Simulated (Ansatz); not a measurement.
# BH₂Cl + HBr: a complex and its separated parts

The complex below is one end of an elementary step. How strongly is it bound against its free parts?

Method: PBE0-D4/def2-TZVP structures, single points in def2-TZVPP, no counterpoise correction; program: Ansatz 0.2.0, Gaussian basis.

Levels: SPW92, PBE-D4, BLYP-D4, r2SCAN-D4, B97M-V, PBE0-D4, B3LYP-D4, r2SCAN0-D4, BHLYP-D4, CAM-B3LYP-D4, wB97X-V, wB97M-V, B2PLYP, PBE-QIDH, RPA on PBE, Hartree-Fock, MP2, CCSD, CCSD(T).

Correlated methods freeze the cores. Filled d shells of the heavier atoms are correlated. B3LYP uses VWN-RPA correlation. B2PLYP carries no dispersion term here.

79 further runs of the same task are left out: 1 that didn't finish, 78 set aside as unsound or not needed.

### Step 1. Starting geometry

The complex: 6 atoms, charge 0, spin multiplicity 1.

Atoms are counted from 1 here; the program's logs count them from 0.

Bond lengths: B1–Cl2 1.748 Å, B1–H3 1.189 Å, B1–H4 1.189 Å, H5–Br6 1.422 Å. Angles: Cl2–B1–H3 117.8°, Cl2–B1–H4 117.8°, H3–B1–H4 124.0°.

As a file:

```xyz
6

B    -0.5039   -0.4376   -0.7736
Cl    1.0174   -0.1162   -1.5730
H    -0.6511   -1.5037   -0.2681
H    -1.3639    0.3781   -0.8681
H     1.3960    1.0049    1.4932
Br    0.1054    0.6745    1.9897
```

Its parts: BH₂Cl holds atoms 1, 2, 3, 4; HBr holds atoms 5, 6. Each part counts its atoms afresh in its own runs.

### Step 2. Relaxing BH₂Cl alone

The input, relax-a/in.yaml:

```yaml
crystal:
  periodic: [false, false, false]
  atoms:
    - {symbol: B, position_ang: [-0.503868, -0.437578, -0.773634]}
    - {symbol: Cl, position_ang: [1.017357, -0.116215, -1.573021]}
    - {symbol: H, position_ang: [-0.651073, -1.503717, -0.268063]}
    - {symbol: H, position_ang: [-1.363929, 0.378077, -0.868125]}
basis:
  gaussian: {orbitals: def2-TZVP}
hamiltonian: {xc: pbe0, dispersion: d4}
relax: {f_tol: 0.005, max_steps: 200}
```

Run with:

```console
ansatz run in.yaml --threads 2 --pin off --events-out ev --progress --plain --max-ram 4352MiB
```

The runs that follow: Relaxing HBr alone; SPW92/def2-TZVPP; PBE-D4/def2-TZVPP; BLYP-D4/def2-TZVPP; r2SCAN-D4/def2-TZVPP; B97M-V/def2-TZVPP; PBE0-D4/def2-TZVPP; B3LYP-D4/def2-TZVPP; r2SCAN0-D4/def2-TZVPP; BHLYP-D4/def2-TZVPP; CAM-B3LYP-D4/def2-TZVPP; wB97X-V/def2-TZVPP; wB97M-V/def2-TZVPP; B2PLYP/def2-TZVPP; PBE-QIDH/def2-TZVPP; RPA on PBE/def2-TZVPP; CCSD(T)/def2-TZVPP; Vibrations of BH₂Cl; Vibrations of HBr.

Q: Predict the outcome of this session. Wanted: complex less parts, CCSD(T)/def2-TZVPP; with zero-point energy; largest T1 diagnostic.

As calculated:

| quantity | value |
| --- | --- |
| complex less parts, CCSD(T)/def2-TZVPP | -7.6 kJ/mol |
| with zero-point energy | -3.6 kJ/mol |
| largest T1 diagnostic | 0.012 |

At CCSD(T) the complex lies 7.6 kJ/mol below its parts. PBE-QIDH is the best functional here (0.0 kJ/mol from CCSD(T)); SPW92 is the worst (-13.7 kJ/mol). Mean unsigned error by rung: LDA 13.7, GGA 3.3, meta-GGA 2.3, hybrid 2.0, range-separated hybrid 1.2, double hybrid 2.1 kJ/mol. PBE-D4 gives a relative energy 4.9 kJ/mol too low, an error of 64 % of the reference. The complex's frequency run has imaginary modes: the structure is no minimum, so both the energy and the zero-point correction are in doubt. No counterpoise was applied, and triple zeta lacks some correlation, so the CCSD(T) reference has a basis error of its own, and close matches with it are partly luck.
